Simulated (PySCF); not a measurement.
# H6O3Yb (Yb(H2O)33+): the cost of one run

Method: several levels, as the steps say, no spin–orbit coupling; program: PySCF 2.14.0.

1 further run of the same task is left out (for a known fault of the program).

## 1. Starting geometry

10 atoms, charge 3, spin multiplicity 1.

Bond lengths: Yb1–O2 2.196 Å, Yb1–O5 2.196 Å, Yb1–O8 2.196 Å, O2–H3 0.990 Å, O2–H4 0.990 Å, O5–H6 0.990 Å, O5–H7 0.990 Å, O8–H9 0.990 Å, O8–H10 0.990 Å. Angles: O2–Yb1–O5 120.0°, O2–Yb1–O8 120.0°, O5–Yb1–O8 120.0°, Yb1–O2–H3 128.6°, Yb1–O2–H4 128.6°, H3–O2–H4 102.8°, Yb1–O5–H6 128.6°, Yb1–O5–H7 128.6°, H6–O5–H7 102.8°, Yb1–O8–H9 128.6°, Yb1–O8–H10 128.6°, H9–O8–H10 102.8°.

Coordinates:

```
Yb    0.0000    0.0000    0.0000
O     2.1960    0.0000    0.0000
H     2.8133   -0.7280    0.2612
H     2.8133    0.7279   -0.2612
O    -1.0980    1.9018    0.0000
H    -0.7762    2.8004    0.2612
H    -2.0371    2.0724   -0.2612
O    -1.0980   -1.9018    0.0000
H    -2.0371   -2.0724    0.2612
H    -0.7762   -2.8004   -0.2612
```

Formal oxidation states: Yb +3. Each metal's 13 4f electrons lie in its core potential, so multiplicities, spins and levels count the valence alone. An earlier session relaxed this geometry at PBE0, Yb lcecp-1-SVP with ECP59, O def2-SVP, H def2-SVP (singlet, point group D3).

At PBE0 on the finer grid: E = -267.182465 Eh, HOMO -25.64 eV, LUMO -17.31 eV, Mulliken charge on Yb1 +1.93 e, largest force component 0.004 eV/Å. 

Levels to run: TPSSh; r2SCAN; PBE0, TZVP. Hardware: 2 threads of Arm Neoverse V2, shared host.

## 2. TPSSh

File run.py (the lines that set the calculation):

```python
mol = gto.M(atom='''
Yb     0.00000     0.00000     0.00000
O      2.19596    -0.00002     0.00000
H      2.81331    -0.72799     0.26118
H      2.81332     0.72795    -0.26118
O     -1.09796     1.90176     0.00000
H     -0.77620     2.80039     0.26118
H     -2.03708     2.07243    -0.26118
O     -1.09799    -1.90175     0.00000
H     -2.03711    -2.07240     0.26118
H     -0.77623    -2.80038    -0.26118''',
    basis={'Yb': 'lcecp-1-SVP', 'O': 'def2-SVP', 'H': 'def2-SVP'},
    ecp={'Yb': 'lcecp-1-SVP'},
    charge=3, spin=0)
mf = dft.RKS(mol, xc='TPSSH')
mf.grids.atom_grid = (75, 302)  # f atoms: unpruned, at least (60, 302)
mf = mf.density_fit()  # fitting sets: Yb AutoAux, O def2-universal-JKFIT, H def2-universal-JKFIT
mf.conv_tol = 1e-08; mf.max_cycle = 55
mf.kernel(dm0)  # dm0: the density of the relaxed state
```

Run with:

```bash
> OMP_NUM_THREADS=2 python run.py
```

**Question.** How long does this run take on 2 threads of Arm Neoverse V2, shared host?

About 8.7 s.
